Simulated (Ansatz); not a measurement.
# CH3AlO2: the cost of one run

Program: Ansatz 0.2.0. Level of theory: RKS PBE/def2-mTZVP. These are calculated values, not measurements.

### Step 1. The starting structure

Bond lengths: Al1–H2 1.672 Å, Al1–H3 1.537 Å, Al1–H4 1.542 Å, Al1–O5 2.090 Å, O5–C6 1.203 Å, C6–O7 1.156 Å. Angles: H2–Al1–H3 117.7°, H2–Al1–H4 113.3°, H2–Al1–O5 68.9°, H3–Al1–H4 126.7°, H3–Al1–O5 104.5°, H4–Al1–O5 107.3°, Al1–O5–C6 90.2°, O5–C6–O7 148.4°.

Structure file:

```xyz
7

Al   -0.6839   -0.8094   -0.2843
H     0.1436   -0.2146    1.0412
H    -0.0910   -2.0290   -1.0074
H    -2.1372   -0.3024   -0.3737
O     0.5620    0.7779   -0.8273
C     0.8389    0.9620    0.3287
O     1.3676    1.6156    1.1228
```

### Step 2. Pulling towards end A

Springs on the bonds that form and break draw the guess towards this end; the thresholds are loose.

Contents of input.yaml:

```yaml
crystal:
  periodic: [false, false, false]
  atoms:
    - { symbol: Al, position_ang: [-0.6839, -0.8094, -0.2843] }
    - { symbol: H, position_ang: [0.1436, -0.2146, 1.0412] }
    - { symbol: H, position_ang: [-0.091, -2.029, -1.0074] }
    - { symbol: H, position_ang: [-2.1372, -0.3024, -0.3737] }
    - { symbol: O, position_ang: [0.562, 0.7779, -0.8273] }
    - { symbol: C, position_ang: [0.8389, 0.962, 0.3287] }
    - { symbol: O, position_ang: [1.3676, 1.6156, 1.1228] }
basis:
  gaussian: { orbitals: def2-mTZVP }
hamiltonian:
  xc: pbe
relax:
  f_tol: 0.15
  max_steps: 25
  restrain:
    - { distance: [0, 4], at: 3.17, k: 30.0 }
    - { distance: [1, 5], at: 2.37, k: 30.0 }
    - { distance: [0, 1], at: 1.52, k: 30.0 }
```

Run with:

```sh
> ansatz run input.yaml --threads 2 --pin off --max-ram 3072MiB --backend cpu --events-out ev --progress --plain --runs-dir out
```

Q: Estimate wall time and peak memory on 2 threads of Intel Xeon Platinum 8488C (Sapphire Rapids), shared host.

About 7.6 s, with a peak of 0.18 GiB.
